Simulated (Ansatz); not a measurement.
# ClF4H3SiTa: the cost of one run

All numbers below are computed with Ansatz 0.2.0 (UKS PBE/def2-SVP).

### 1 The structure to begin with

Bond lengths: Ta1–F2 2.180 Å, Ta1–F3 1.930 Å, Ta1–Cl4 2.470 Å, Ta1–F5 1.930 Å, Ta1–F6 1.930 Å, F2–Si7 1.890 Å, Si7–H8 1.460 Å, Si7–H9 1.460 Å, Si7–H10 1.460 Å. Angles (14 of 17 angles, heavy atoms first): Ta1–F2–Si7 180.0°, F2–Ta1–F3 90.0°, F2–Ta1–Cl4 90.0°, F2–Ta1–F5 120.0°, F2–Ta1–F6 120.0°, F3–Ta1–Cl4 180.0°, F3–Ta1–F5 90.0°, F3–Ta1–F6 90.0°, Cl4–Ta1–F5 90.0°, Cl4–Ta1–F6 90.0°, F5–Ta1–F6 120.0°, F2–Si7–H8 109.5°, F2–Si7–H9 109.5°, F2–Si7–H10 109.5°.

As a file:

```xyz
10

Ta    0.0000    0.0000    0.0000
F     2.1800    0.0000    0.0000
F     0.0000    0.0000    1.9300
Cl    0.0000    0.0000   -2.4700
F    -0.9650    1.6714    0.0000
F    -0.9650   -1.6714    0.0000
Si    4.0700    0.0000    0.0000
H     4.5574   -1.3229    0.3795
H     4.5574    0.3328   -1.3354
H     4.5574    0.9901    0.9559
```

### 2 A restrained relaxation towards end A

Springs on the bonds that form and break draw the guess towards this end; the thresholds are loose.

input.yaml

```yaml
crystal:
  periodic: [false, false, false]
  atoms:
    - { symbol: Ta, position_ang: [0.0, 0.0, 0.0] }
    - { symbol: F, position_ang: [2.18, 0.0, 0.0] }
    - { symbol: F, position_ang: [0.0, 0.0, 1.93] }
    - { symbol: Cl, position_ang: [0.0, 0.0, -2.47] }
    - { symbol: F, position_ang: [-0.965, 1.6714, 0.0] }
    - { symbol: F, position_ang: [-0.965, -1.6714, 0.0] }
    - { symbol: Si, position_ang: [4.07, 0.0, 0.0] }
    - { symbol: H, position_ang: [4.5574, -1.3229, 0.3795] }
    - { symbol: H, position_ang: [4.5574, 0.3328, -1.3354] }
    - { symbol: H, position_ang: [4.5574, 0.9901, 0.9559] }
magnetization:
  spin_polarized: true
  initial_magnetization: 1
basis:
  gaussian: { orbitals: def2-SVP }
hamiltonian:
  xc: pbe
relax:
  f_tol: 0.15
  max_steps: 25
  restrain:
    - { distance: [1, 6], at: 2.79, k: 30.0 }
    - { distance: [0, 1], at: 1.93, k: 30.0 }
output:
  orbitals: {}
```

Command:

```bash
ansatz run input.yaml --threads 4 --pin off --max-ram 5120MiB --backend cpu --events-out ev --progress --plain --runs-dir out
```

What time and memory should one allow on 4 threads of Arm Neoverse V1, shared host?

About 54 s, with a peak of 0.4 GiB.
